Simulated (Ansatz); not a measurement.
**C3H4F4O: one species, many methods**

The task here is to estimate one member of a computed series from the others.

Computed with Ansatz 0.2.0, Gaussian basis. Level: functionals in def2-TZVPP, the program's frozen cores in correlated methods.

Levels to be run: LDA (SPW92), PBE-D4, revPBE-D4, BLYP-D4, r2SCAN-D4, B97M-V, PBE0-D4, B3LYP-D4, r2SCANh-D4, r2SCAN0-D4, HSE06-D4, BHLYP-D4, CAM-B3LYP-D4, LC-ωPBE, ωB97X-V, ωB97M-V, B2PLYP, PBE-QIDH; CCSD(T)/def2-SVP; MP2/def2-TZVPP; MP2/def2-QZVPP; RPA on PBE.

### The geometry

All runs share one geometry, relaxed beforehand with PBE0-D4 in a triple-zeta def2 set.

SMILES `OC(C(F)F)C(F)F`, 12 atoms, charge 0, spin multiplicity 1.

Atoms are counted from 1 here; the program's logs count them from 0.

Bond lengths: O1–C2 1.394 Å, O1–H9 0.964 Å, C2–C3 1.521 Å, C2–C6 1.524 Å, C2–H10 1.094 Å, C3–F4 1.357 Å, C3–F5 1.355 Å, C3–H11 1.094 Å, C6–F7 1.352 Å, C6–F8 1.359 Å, C6–H12 1.093 Å. Angles: C2–O1–H9 108.1°, O1–C2–C3 110.6°, O1–C2–C6 112.3°, O1–C2–H10 107.6°, C3–C2–C6 112.1°, C3–C2–H10 106.9°, C6–C2–H10 107.0°, C2–C3–F4 109.8°, C2–C3–F5 110.8°, C2–C3–H11 111.4°, F4–C3–F5 107.6°, F4–C3–H11 108.9°, F5–C3–H11 108.2°, C2–C6–F7 109.6°, C2–C6–F8 109.5°, C2–C6–H12 113.2°, F7–C6–F8 107.2°, F7–C6–H12 108.7° and more.

The first run:

in.yaml

```yaml
crystal:
  periodic: [false, false, false]
  atoms:
    - {symbol: O, position_ang: [0.385336, 0.615353, -1.522227]}
    - {symbol: C, position_ang: [-0.331289, 0.203630, -0.399996]}
    - {symbol: C, position_ang: [-0.253069, -1.307071, -0.238779]}
    - {symbol: F, position_ang: [-1.046963, -1.702620, 0.788788]}
    - {symbol: F, position_ang: [1.013203, -1.694383, 0.048472]}
    - {symbol: C, position_ang: [0.098697, 0.938947, 0.863625]}
    - {symbol: F, position_ang: [-0.351606, 2.213117, 0.823586]}
    - {symbol: F, position_ang: [1.455212, 0.993323, 0.916069]}
    - {symbol: H, position_ang: [1.324040, 0.588960, -1.304732]}
    - {symbol: H, position_ang: [-1.383109, 0.450379, -0.571123]}
    - {symbol: H, position_ang: [-0.569131, -1.822417, -1.150266]}
    - {symbol: H, position_ang: [-0.264320, 0.467582, 1.780681]}
basis:
  gaussian: {orbitals: def2-TZVPP}
hamiltonian: {xc: lda}
output: {orbitals: {seedname: orbitals}}
```

Started as:

```console
$ ansatz run in.yaml --threads 4 --pin off --events-out ev --progress --plain --max-ram 11315MiB
```

Steps of the session up to this table: LDA; PBE-D4 (GGA); revPBE-D4 (GGA); BLYP-D4 (GGA); r2SCAN-D4 (meta-GGA); B97M-V (meta-GGA); B3LYP-D4 (hybrid); r2SCANh-D4 (hybrid); r2SCAN0-D4 (hybrid); HSE06-D4 (hybrid); BHLYP-D4 (hybrid); CAM-B3LYP-D4 (range-separated); LC-ωPBE (range-separated); ωB97X-V (range-separated); ωB97M-V (range-separated); B2PLYP (double hybrid); PBE-QIDH (double hybrid).

One table of the session follows, with a row left open; its other results are not shown here.

It belongs to the step «Orbital energies across the functionals». 

| functional | HOMO (eV) | LUMO (eV) | gap (eV) |
| --- | --- | --- | --- |
| LDA (SPW92) | -7.27 | -0.33 | 6.95 |
| PBE-D4 | -7.06 | -0.05 | 7.01 |
| revPBE-D4 | -6.98 | 0.08 | 7.05 |
| BLYP-D4 | -7.02 | -0.05 | 6.98 |
| r2SCAN-D4 | ? | ? | ? |
| B97M-V | -7.61 | 0.25 | 7.86 |
| PBE0-D4 | -8.80 | 0.96 | 9.76 |
| B3LYP-D4 | -8.59 | 0.58 | 9.17 |
| r2SCANh-D4 | -8.10 | 0.82 | 8.92 |
| r2SCAN0-D4 | -9.07 | 1.31 | 10.38 |
| HSE06-D4 | -8.39 | 0.58 | 8.97 |
| BHLYP-D4 | -10.54 | 1.73 | 12.27 |
| CAM-B3LYP-D4 | -10.36 | 1.82 | 12.18 |
| LC-ωPBE | -11.64 | 3.24 | 14.88 |
| ωB97X-V | -11.31 | 3.02 | 14.34 |
| ωB97M-V | -11.24 | 2.61 | 13.86 |

Q: Estimate the row for r2SCAN-D4 from the others.

Worked estimate for «HOMO (eV)». Against the share of exact exchange, r2SCANh-D4 (0.1, -8.10), r2SCAN0-D4 (0.25, -9.07) give a slope of -6.47 per unit share; at 0 the line stands at -7.45.

The run gave: HOMO (eV): -7.45; LUMO (eV): 0.48; gap (eV): 7.93. In «HOMO (eV)» the line misses by 0.00.
